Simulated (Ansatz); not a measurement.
# ClH5N3Ta: one species, many methods

An exercise on one series of results from a longer session: the logs are not shown, and one member is left open.

Computed with Ansatz 0.2.0, Gaussian basis. Level: functionals in def2-TZVPP, the program's frozen cores in correlated methods.

Plan: LDA (SPW92), PBE-D4, revPBE-D4, BLYP-D4, r2SCAN-D4, B97M-V, PBE0-D4, B3LYP-D4, r2SCANh-D4, r2SCAN0-D4, HSE06-D4, BHLYP-D4, CAM-B3LYP-D4, LC-ωPBE, ωB97X-V, ωB97M-V, B2PLYP, PBE-QIDH; CCSD(T)/def2-SVP; CCSD(T)/def2-TZVPP; MP2/def2-QZVPP; extrapolation to the limit; RPA on PBE.

**The geometry**

The geometry comes from an earlier relaxation with PBE0-D4 in a triple-zeta def2 set; it is a stationary point, not always the lowest conformer. Ta takes the def2 core potential; no spin-orbit term is included.

SMILES `[NH]=[Ta]([NH2])([NH2])[Cl]`, 10 atoms, charge 0, spin multiplicity 1.

Atoms are counted from 1 here; the program's logs count them from 0.

Bond lengths: N1–Ta2 1.761 Å, N1–H6 1.006 Å, Ta2–N3 1.978 Å, Ta2–N4 1.978 Å, Ta2–Cl5 2.339 Å, N3–H7 1.008 Å, N3–H8 1.011 Å, N4–H9 1.008 Å, N4–H10 1.011 Å. Angles: Ta2–N1–H6 171.7°, N1–Ta2–N3 105.6°, N1–Ta2–N4 105.6°, N1–Ta2–Cl5 113.8°, N3–Ta2–N4 112.0°, N3–Ta2–Cl5 109.9°, N4–Ta2–Cl5 109.9°, Ta2–N3–H7 125.6°, Ta2–N3–H8 124.2°, H7–N3–H8 110.0°, Ta2–N4–H9 125.6°, Ta2–N4–H10 124.2°, H9–N4–H10 110.0°.

Set-up of the first run:

The input, in.yaml:

```yaml
crystal:
  periodic: [false, false, false]
  atoms:
    - {symbol: N, position_ang: [-1.305841, 0.311954, -1.263154]}
    - {symbol: Ta, position_ang: [0.192595, 0.284877, -0.337903]}
    - {symbol: N, position_ang: [0.731070, -1.616514, -0.254474]}
    - {symbol: N, position_ang: [-0.271575, 1.003070, 1.445624]}
    - {symbol: Cl, position_ang: [1.911230, 1.557434, -1.285161]}
    - {symbol: H, position_ang: [-2.090701, 0.414661, -1.884221]}
    - {symbol: H, position_ang: [0.234460, -2.385367, -0.676398]}
    - {symbol: H, position_ang: [1.504467, -1.964055, 0.295871]}
    - {symbol: H, position_ang: [-1.184491, 1.321973, 1.729634]}
    - {symbol: H, position_ang: [0.361987, 1.020868, 2.233083]}
basis:
  gaussian: {orbitals: def2-TZVPP}
hamiltonian: {xc: lda}
output: {orbitals: {seedname: orbitals}}
```

The run is started by

```sh
$ ansatz run in.yaml --threads 4 --pin off --events-out ev --progress --plain --max-ram 10444MiB
```

Among the steps run: LDA; PBE-D4 (GGA); revPBE-D4 (GGA); BLYP-D4 (GGA); r2SCAN-D4 (meta-GGA); B97M-V (meta-GGA); B3LYP-D4 (hybrid); r2SCANh-D4 (hybrid); r2SCAN0-D4 (hybrid); HSE06-D4 (hybrid); BHLYP-D4 (hybrid); CAM-B3LYP-D4 (range-separated); LC-ωPBE (range-separated); ωB97X-V (range-separated); ωB97M-V (range-separated); B2PLYP (double hybrid); PBE-QIDH (double hybrid).

One table of the session follows, with a row left open; its other results are not shown here.

It belongs to the step «Orbital energies across the functionals». 

| functional | HOMO (eV) | gap (eV) |
| --- | --- | --- |
| LDA (SPW92) | -6.30 | 4.76 |
| PBE-D4 | -6.11 | 4.79 |
| revPBE-D4 | -6.03 | 4.80 |
| BLYP-D4 | -5.97 | 4.77 |
| r2SCAN-D4 | -6.41 | 5.26 |
| B97M-V | -6.46 | 5.37 |
| PBE0-D4 | -7.47 | 6.99 |
| B3LYP-D4 | -7.22 | 6.52 |
| r2SCANh-D4 | -6.92 | 6.08 |
| r2SCAN0-D4 | -7.69 | 7.32 |
| HSE06-D4 | -7.06 | 6.21 |
| BHLYP-D4 | -8.73 | 9.20 |
| CAM-B3LYP-D4 | -8.86 | 9.48 |
| LC-ωPBE | -10.27 | 12.04 |
| ωB97X-V | ? | ? |
| ωB97M-V | -9.76 | 10.98 |

Estimate the missing values for ωB97X-V.

**Answer.** HOMO (eV): -9.87; gap (eV): 11.51. In the column «HOMO (eV)» it lies between LC-ωPBE (-10.27) and ωB97M-V (-9.76).
